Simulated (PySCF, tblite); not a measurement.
# C2H11FN2Si2+ (doublet): geometry, infrared bands and EPR parameters

What infrared bands and EPR parameters should C2H11FN2Si2+ (doublet) (`C[NH+][SiH2][Si@@](C)(N)F`) show?

The runs use tblite 0.8.0 and PySCF 2.14.0, with density-fitted response routines of our own; the level of theory stands in each step. All values are computed, except where a source is named. Atoms are numbered from 0 throughout.

### 1 The starting structure

18 atoms, charge 1, multiplicity 2; geometry from: force field or distance geometry start.

Bonds of the start (Å): C0–N1 1.47, N1–Si2 1.71, Si2–Si3 2.38, Si3–C4 1.85, Si3–N5 1.71, Si3–F6 1.60, C0–H7 1.10, C0–H8 1.10, C0–H9 1.09, N1–H10 1.02, Si2–H11 1.48, Si2–H12 1.48, C4–H13 1.09, C4–H14 1.08, C4–H15 1.09, N5–H16 1.03, N5–H17 1.01.

### 2 Geometry optimisation with GFN2-xTB

Job settings and geometry (Å):

```
{"job": {"kind": "relax", "xc": "GFN2-xTB", "basis": "xTB"}, "charge": 1, "multiplicity": 2}
C      2.448700     1.108000     0.687100
N      2.011100     0.628600    -0.626900
Si     0.882300    -0.634000    -0.855400
Si    -1.347300    -0.029200    -0.295000
C     -2.367100    -1.568400    -0.136600
N     -1.452100     0.911200     1.133800
F     -1.989700     0.906000    -1.419200
H      3.153200     1.941500     0.561900
H      1.602400     1.491600     1.273000
H      2.938600     0.326000     1.269600
H      2.844400     0.389400    -1.158700
H      0.966200    -1.022700    -2.284400
H      1.335500    -1.768400    -0.021700
H     -3.403800    -1.327400     0.087600
H     -1.997500    -2.217500     0.648800
H     -2.366800    -2.134900    -1.066600
H     -0.867600     1.741600     0.992300
H     -2.399200     1.264700     1.198600
```

Command:

```
> OMP_NUM_THREADS=1 python probes_run.py task.json out
```

The driver reads the jobs from task.json and runs them one after another.

Standard output:

```text
step      E/eV     max force
  0    -640.65569    1.146
  1    -640.73577    0.771
  2    -640.84386    0.897
  3    -640.94689    0.704
  4    -641.05650    0.775
  5    -641.12804    0.601
  6    -641.18571    0.541
  7    -641.22932    0.443
  8    -641.25600    0.395
  9    -641.27351    0.326
 10    -641.28905    0.309
 11    -641.30301    0.334
 12    -641.31608    0.276
 13    -641.32808    0.260
 14    -641.33792    0.230
 15    -641.34310    0.154
 16    -641.34627    0.183
 17    -641.34925    0.165
 18    -641.35355    0.169
 19    -641.35906    0.191
 20    -641.36522    0.201
 21    -641.37109    0.226
 22    -641.37700    0.193
 23    -641.38333    0.197
 24    -641.39041    0.218
 25    -641.39773    0.189
 26    -641.40443    0.208
 27    -641.40983    0.215
 28    -641.41593    0.217
 29    -641.42358    0.263
 30    -641.43432    0.369
 31    -641.44143    0.291
 32    -641.45175    0.225
 33    -641.46021    0.454
 34    -641.47283    0.475
 35    -641.48530    0.342
 36    -641.49769    0.256
 37    -641.50448    0.349
 38    -641.51118    0.246
 39    -641.51761    0.199
 40    -641.52782    0.398
 41    -641.53330    0.318
 42    -641.53785    0.292
 43    -641.54155    0.138
 44    -641.54527    0.155
 45    -641.54972    0.154
 46    -641.55214    0.140
 47    -641.55363    0.193
 48    -641.55540    0.163
 49    -641.55678    0.087
 50    -641.55796    0.064
 51    -641.55914    0.116
 52    -641.56050    0.138
 53    -641.56200    0.123
 54    -641.56387    0.105
 55    -641.56549    0.100
 56    -641.56690    0.084
 57    -641.56810    0.101
 58    -641.56904    0.076
 59    -641.56961    0.052
 60    -641.56988    0.049
 61    -641.57021    0.058
 62    -641.57054    0.050
 63    -641.57155    0.050
 64    -641.57195    0.056
 65    -641.57257    0.050
 66    -641.57302    0.048
 67    -641.57357    0.050
 68    -641.57406    0.057
 69    -641.57444    0.039
 70    -641.57465    0.036
 71    -641.57480    0.033
 72    -641.57497    0.028
 73    -641.57516    0.030
 74    -641.57529    0.022
 75    -641.57537    0.023
 76    -641.57544    0.024
 77    -641.57556    0.033
 78    -641.57572    0.037
 79    -641.57587    0.024
 80    -641.57595    0.016
 81    -641.57599    0.015
 82    -641.57603    0.018
 83    -641.57610    0.020
 84    -641.57617    0.018
 85    -641.57623    0.018
 86    -641.57628    0.019
 87    -641.57635    0.021
 88    -641.57645    0.026
 89    -641.57656    0.022
 90    -641.57665    0.023
 91    -641.57672    0.020
 92    -641.57680    0.021
 93    -641.57693    0.028
 94    -641.57711    0.027
 95    -641.57729    0.033
 96    -641.57743    0.052
 97    -641.57756    0.043
 98    -641.57774    0.043
 99    -641.57811    0.055
100    -641.57843    0.051
101    -641.57863    0.042
102    -641.57884    0.040
103    -641.57919    0.047
104    -641.57999    0.071
105    -641.58144    0.125
106    -641.58369    0.162
107    -641.58548    0.098
108    -641.58593    0.069
109    -641.58685    0.087
110    -641.58729    0.122
111    -641.58835    0.109
112    -641.59152    0.129
113    -641.59346    0.158
114    -641.58956    0.498
115    -641.59704    0.111
116    -641.59916    0.094
117    -641.59638    0.523
118    -641.60494    0.104
119    -641.60826    0.105
120    -641.60315    0.616
121    -641.61405    0.080
122    -641.61633    0.069
123    -641.61757    0.323
124    -641.61994    0.069
125    -641.62080    0.064
126    -641.62267    0.084
127    -641.62324    0.062
128    -641.62370    0.067
129    -641.62416    0.061
130    -641.62478    0.057
131    -641.62538    0.079
132    -641.62593    0.078
133    -641.62655    0.059
134    -641.62732    0.073
135    -641.62789    0.061
136    -641.62836    0.039
137    -641.62872    0.038
138    -641.62905    0.038
139    -641.62938    0.053
140    -641.62972    0.051
141    -641.63009    0.049
142    -641.63054    0.067
143    -641.63109    0.071
144    -641.63162    0.056
145    -641.63205    0.065
146    -641.63247    0.058
147    -641.63294    0.034
148    -641.63329    0.029
149    -641.63349    0.025
150    -641.63360    0.028
151    -641.63369    0.028
152    -641.63381    0.024
153    -641.63394    0.027
154    -641.63410    0.036
155    -641.63429    0.038
156    -641.63446    0.033
157    -641.63457    0.023
158    -641.63464    0.018
159    -641.63468    0.018
160    -641.63473    0.020
161    -641.63477    0.019
162    -641.63481    0.013
163    -641.63484    0.011
164    -641.63487    0.012
165    -641.63491    0.017
166    -641.63495    0.017
167    -641.63500    0.016
168    -641.63504    0.015
169    -641.63509    0.014
170    -641.63513    0.018
171    -641.63518    0.013
172    -641.63521    0.012
173    -641.63524    0.012
174    -641.63527    0.018
175    -641.63532    0.023
176    -641.63540    0.021
177    -641.63550    0.023
178    -641.63564    0.027
179    -641.63581    0.037
180    -641.63602    0.044
181    -641.63622    0.042
182    -641.63639    0.027
183    -641.63653    0.025
184    -641.63667    0.028
185    -641.63678    0.046
186    -641.63687    0.028
187    -641.63693    0.009
```

Wall time 1.3 s (1 thread of Arm Neoverse V2, shared host).

Along the way: (not every step is listed)

| step | energy from step 0 (eV) | largest force (eV/Å) |
| --- | --- | --- |
| 0 | 0.0000 | 1.1457 |
| 1 | -0.0801 | 0.7710 |
| 2 | -0.1882 | 0.8974 |
| 3 | -0.2912 | 0.7043 |
| 4 | -0.4008 | 0.7754 |
| 5 | -0.4724 | 0.6014 |
| 6 | -0.5300 | 0.5410 |
| 7 | -0.5736 | 0.4429 |
| 8 | -0.6003 | 0.3946 |
| 25 | -0.7420 | 0.1890 |
| 42 | -0.8822 | 0.2918 |
| 59 | -0.9139 | 0.0520 |
| 76 | -0.9197 | 0.0238 |
| 93 | -0.9212 | 0.0279 |
| 110 | -0.9316 | 0.1216 |
| 127 | -0.9675 | 0.0616 |
| 144 | -0.9759 | 0.0561 |
| 161 | -0.9791 | 0.0187 |
| 178 | -0.9799 | 0.0270 |
| 182 | -0.9807 | 0.0267 |
| 183 | -0.9808 | 0.0253 |
| 184 | -0.9810 | 0.0283 |
| 185 | -0.9811 | 0.0456 |
| 186 | -0.9812 | 0.0283 |
| 187 | -0.9812 | 0.0093 |

Close pairs (by a distance rule), those that changed most:

| bond | before (Å) | after (Å) | change (Å) |
| --- | --- | --- | --- |
| Si2–Si3 | 2.377 | 2.483 | +0.106 |
| Si3–C4 | 1.853 | 1.889 | +0.036 |
| Si2–H11 | 1.483 | 1.455 | -0.028 |
| Si3–N5 | 1.714 | 1.693 | -0.020 |
| Si2–H12 | 1.479 | 1.460 | -0.019 |
| C0–N1 | 1.466 | 1.447 | -0.019 |
| N5–H16 | 1.025 | 1.009 | -0.016 |
| N1–Si2 | 1.709 | 1.698 | -0.011 |

The next job starts from the end point, and lists it.

### 3 Infrared spectrum with GFN2-xTB

Job settings and geometry (Å):

```
{"job": {"kind": "ir", "xc": "GFN2-xTB", "basis": "xTB"}, "charge": 1, "multiplicity": 2}
C      2.506715     1.158400     0.609157
N      1.975173     0.538031    -0.584939
Si     0.966604    -0.823882    -0.692819
Si    -1.359419    -0.071122    -0.257585
C     -2.466654    -1.600134    -0.337261
N     -1.404966     0.961386     1.083884
F     -1.555341     0.904797    -1.511046
H      3.585856     1.286340     0.511340
H      2.060735     2.141728     0.770166
H      2.309016     0.530644     1.473608
H      2.168524     1.092018    -1.409625
H      0.986029    -1.304600    -2.066499
H      1.224433    -1.720911     0.430008
H     -3.508052    -1.287156    -0.362406
H     -2.332063    -2.242883     0.527065
H     -2.275335    -2.186820    -1.232463
H     -1.495077     1.962333     0.991699
H     -1.394938     0.668148     2.046057
```

Standard output:

```text
mode    cm-1     km/mol
  1       9.2      1.65
  2      46.7      0.49
  3      86.8      0.31
  4      94.0      1.26
  5      99.1      0.03
  6     118.6      2.67
  7     144.2      0.61
  8     153.2      5.65
  9     190.9     63.86
 10     215.9     25.33
 11     248.7      4.09
 12     278.9     34.10
 13     280.8      2.37
 14     377.3    107.39
 15     408.6     35.36
 16     509.6     75.92
 17     556.2     52.09
 18     627.2     40.48
 19     662.5    145.08
 20     689.6     35.24
 21     726.4     21.68
 22     807.8      9.98
 23     819.3     75.93
 24     827.0     62.80
 25     883.5    273.58
 26     993.4    126.67
 27    1055.0     35.36
 28    1076.1      0.13
 29    1151.4     14.10
 30    1328.8     22.82
 31    1343.6     18.15
 32    1411.2      5.00
 33    1427.7     13.54
 34    1430.2      5.85
 35    1450.7     87.04
 36    1456.2     17.25
 37    1469.8     37.66
 38    2272.3     94.28
 39    2325.9    211.13
 40    2975.4      7.61
 41    2996.8      2.21
 42    3028.7      4.75
 43    3033.2      6.41
 44    3049.7     11.64
 45    3053.4      4.24
 46    3399.2     48.07
 47    3446.9     73.97
 48    3509.7     34.78
```

Wall time 0.61 s (1 thread of Arm Neoverse V2, shared host).

Which atoms move in the most intense modes:

| cm⁻¹ | km/mol | atoms |
| --- | --- | --- |
| 377 | 107.4 | H17 56 %, H16 22 % |
| 662 | 145.1 | H12 50 %, H11 45 % |
| 819 | 75.9 | H13 42 %, H15 30 %, C4 16 % |
| 884 | 273.6 | Si3 42 %, F6 31 %, H14 10 % |
| 993 | 126.7 | N5 43 %, Si3 41 % |
| 1451 | 87.0 | H17 42 %, H16 42 %, N5 12 % |
| 2272 | 94.3 | H12 89 % |
| 2326 | 211.1 | H11 88 % |

### 4 g tensor and hyperfine couplings: B3LYP/pcH-1

Settings changed since step 3:

```diff
@@ -1,2 +1,2 @@
-{"job": {"kind": "ir", "xc": "GFN2-xTB", "basis": "xTB"}, "charge": 1, "multiplicity": 2}
+{"job": {"kind": "epr", "basis": "pcH-1"}, "charge": 1, "multiplicity": 2}
 C      2.506715     1.158400     0.609157
```

Method: UKS B3LYP, pcH-1 on C F H N Si, non-relativistic, mean-field spin-orbit, GIAO.

Standard output:

```text
UKS, coarse grid
  cycle   1  E = -870.93642583  |g| = 5.71e-01
  cycle   2  E = -870.76231223  |g| = 9.04e-01
  cycle   3  E = -871.05583012  |g| = 8.40e-02
  cycle   4  E = -871.05767927  |g| = 5.50e-02
  cycle   5  E = -871.05894721  |g| = 2.12e-02
  cycle   6  E = -871.05913868  |g| = 9.11e-03
  cycle   7  E = -871.05917826  |g| = 2.14e-03
  cycle   8  E = -871.05918233  |g| = 1.65e-03
  cycle   9  E = -871.05918410  |g| = 5.46e-04
UKS, final grid
  cycle   1  E = -871.05919228  |g| = 9.71e-04
  cycle   2  E = -871.05919040  |g| = 2.26e-03
  cycle   3  E = -871.05919272  |g| = 1.87e-04
  cycle   4  E = -871.05919274  |g| = 7.68e-05
  cycle   5  E = -871.05919274  |g| = 3.90e-05
  cycle   6  E = -871.05919274  |g| = 9.88e-06
E = -871.05919274 Eh   <S^2> = 0.7564 (exact 0.7500)
g shifts (ppm)      1          2          3
  rmc          -201       -201       -201
  gc             15         34         33
  oz_so         130       1638       4119
  total         -56       1472       3952
hyperfine (MHz)  atom isotope    a_iso     a_fc   dipolar eigenvalues
    0   13C     -14.70     -14.72     -3.00     -0.17      3.17
    1   14N      17.67      17.64    -19.76    -19.58     39.35
    2  29Si       7.49       7.49    -36.98     18.22     18.76
    3  29Si     -57.44     -57.56    -46.24     21.83     24.41
    4   13C      48.75      48.75     -9.61     -9.34     18.95
    5   14N       9.76       9.74     -6.69     -6.54     13.24
    6   19F      32.08      31.32    -47.73    -41.83     89.56
    7    1H      71.71      71.71     -3.74     -2.15      5.89
    8    1H      65.40      65.40     -3.22     -2.24      5.46
    9    1H       0.12       0.11     -2.53     -1.63      4.16
   10    1H     -28.01     -28.06    -22.53     -5.55     28.07
   11    1H      72.25      72.24     -2.80     -1.40      4.20
   12    1H      92.18      92.17     -2.92     -1.16      4.08
   13    1H      27.58      27.58     -4.86     -0.84      5.70
   14    1H      -5.95      -5.95     -4.82     -0.81      5.62
   15    1H      -6.49      -6.50     -5.19     -0.64      5.83
   16    1H      -6.95      -6.97     -8.28     -1.53      9.81
   17    1H      -8.24      -8.27     -7.81     -2.06      9.87
```

It took 2 min on 1 thread of Arm Neoverse V2, shared host; peak memory 1.1 GiB.

Principal g values 2.00226, 2.00379, 2.00627; g(iso) = 2.00411, against 2.00232 for a free electron.

Mean a(iso) over the nuclei that a row names, and the largest dipolar term of the row (other rows stand at the frozen geometry):

| nuclei | isotope | a(iso) (MHz) | a(iso) (G, at g = 2.0023) | largest dipolar term (MHz) |
| --- | --- | --- | --- | --- |
| H12 | 1H | 92.2 | 32.9 | 4.1 |
| H11 | 1H | 72.2 | 25.8 | 4.2 |
| Si3 | 29Si | -57.4 | -20.5 | -46.2 |
| C4 | 13C | 48.8 | 17.4 | 18.9 |
| H7, H8, H9 | 1H | 45.7 | 16.3 | 5.9 |
| F6 | 19F | 32.1 | 11.4 | 89.6 |
| H10 | 1H | -28.0 | -10.0 | 28.1 |
| N1 | 14N | 17.7 | 6.3 | 39.3 |
| C0 | 13C | -14.7 | -5.2 | 3.2 |
| N5 | 14N | 9.8 | 3.5 | 13.2 |
| H16, H17 | 1H | -7.6 | -2.7 | 9.9 |
| Si2 | 29Si | 7.5 | 2.7 | -37.0 |
| H13, H14, H15 | 1H | 5.0 | 1.8 | 5.8 |

Mulliken spin populations:

C0 -0.02; N1 0.39; Si2 0.09; Si3 0.18; C4 0.09; N5 0.13; F6 0.02; H7 0.03; H8 0.02; H9 0.00; H10 -0.01; H11 0.04; H12 0.05; H13 0.01; H14 -0.01; H15 -0.01; H16 0.00; H17 0.00

In first order the couplings over 0.8 MHz of 1H, 19F, 14N give 5202 distinct lines over 159.5 G, if the averaged nuclei exchange fast.

The fields below are evaluated on a grid from the run's orbitals.

ELF in a plane through or near 7 of the atoms.

Ten even steps from '0' (0.00) to '9' (1.00):
```
0000000000000000000000000000
0000000000000000000000000000
0000000000000000000000000000
0000000000000000000000000000
0000000000000244333000000000
0000002561002576776100000000
0000007996004773686000000000
0000008998103787874002410000
0000236995100266113359992000
0006999315321362528789995000
0007999668664797139229982000
0004995265781089656666310000
0000100168838815103999400000
0000000155521275002999500000
0000000011149998000899200000
0000000000049998100000000000
0000000000028986000000000000
0000000000001110000000000000
0000000000000000000000000000
0000000000000000000000000000
```
The map spans 12.9 Å across and 10.3 Å up, centred on the molecule. Atoms in the plane (x, y in Å): C0 (-2.8, 0.2), Si2 (-0.5, -1.4), C4 (2.9, -0.4), N5 (0.8, 1.9), H8 (-2.8, 1.2), H13 (3.7, 0.2), H15 (3.1, -1.4).

log10 of the density (e/Å³) in the same plane.

Values, 10 rows by 14 columns:
```
-4.0 -4.0 -4.0 -4.0 -4.0 -4.0 -4.0 -4.0 -4.0 -4.0 -4.0 -4.0 -4.0 -4.0
-4.0 -4.0 -4.0 -4.0 -4.0 -4.0 -3.8 -3.1 -3.0 -3.7 -4.0 -4.0 -4.0 -4.0
-4.0 -4.0 -4.0 -3.3 -3.1 -3.3 -1.9 -0.9 -0.9 -1.7 -3.4 -4.0 -4.0 -4.0
-4.0 -4.0 -3.0 -1.6 -1.1 -2.0 -1.2  0.2  0.4 -1.0 -2.4 -3.0 -3.8 -4.0
-4.0 -3.1 -1.7 -0.4  0.2 -1.1 -1.5 -0.5 -0.1 -0.6 -0.7 -1.0 -2.3 -4.0
-4.0 -2.8 -1.1  0.0  0.2  0.0 -0.7 -0.4 -0.1  0.0  0.4 -0.5 -2.0 -3.9
-4.0 -3.6 -2.4 -1.6 -0.6  0.0  1.5 -0.3 -1.2 -0.9  0.3 -1.3 -2.6 -4.0
-4.0 -4.0 -4.0 -3.0 -1.9 -1.3 -0.3 -0.4 -1.8 -2.0 -1.5 -2.3 -3.5 -4.0
-4.0 -4.0 -4.0 -4.0 -3.5 -2.5 -1.7 -1.7 -2.7 -3.6 -3.8 -4.0 -4.0 -4.0
-4.0 -4.0 -4.0 -4.0 -4.0 -3.7 -3.2 -3.2 -3.8 -4.0 -4.0 -4.0 -4.0 -4.0
```
The map spans 12.9 Å across and 10.3 Å up, centred on the molecule. Atoms in the plane (x, y in Å): C0 (-2.8, 0.2), Si2 (-0.5, -1.4), C4 (2.9, -0.4), N5 (0.8, 1.9), H8 (-2.8, 1.2), H13 (3.7, 0.2), H15 (3.1, -1.4).

On the surface of density 0.002 e/bohr³ the electrostatic potential runs, from the 1st to the 99th percentile, from 2.31 V near F6 to 5.84 V near H17.

The spin density lies nearest to N1 29 %; Si2, Si3 about 15 % each; N5 10 %; C4 7 %.

### 5 Summary of results

| quantity | value |
| --- | --- |
| strongest single infrared mode (GFN2-xTB) | 884 cm⁻¹, 274 km/mol |
| zero-point energy (GFN2-xTB) | 83.7 kcal/mol |
| g(iso) (B3LYP) | 2.00411 |
| ⟨S²⟩ | 0.756 (exact 0.75) |
| largest a(iso) (averaged by class) | 1H on H12, 92.2 MHz |

**Reading.** The optimisation took 187 steps and gained 0.981 eV; among the close pairs (by a distance rule), Si2–Si3 changed most, from 2.377 to 2.483 Å. No mode is imaginary among the 48: a minimum at this level. The strongest single mode, at 884 cm⁻¹, moves mainly Si3 and F6. Unscaled tight-binding wavenumbers are off by several per cent, some by more. Its intensities can rank the bands wrongly. The largest share of the spin, 0.39 e, sits on N1. The isotropic g lies 1.8 ppt above the free-electron value.
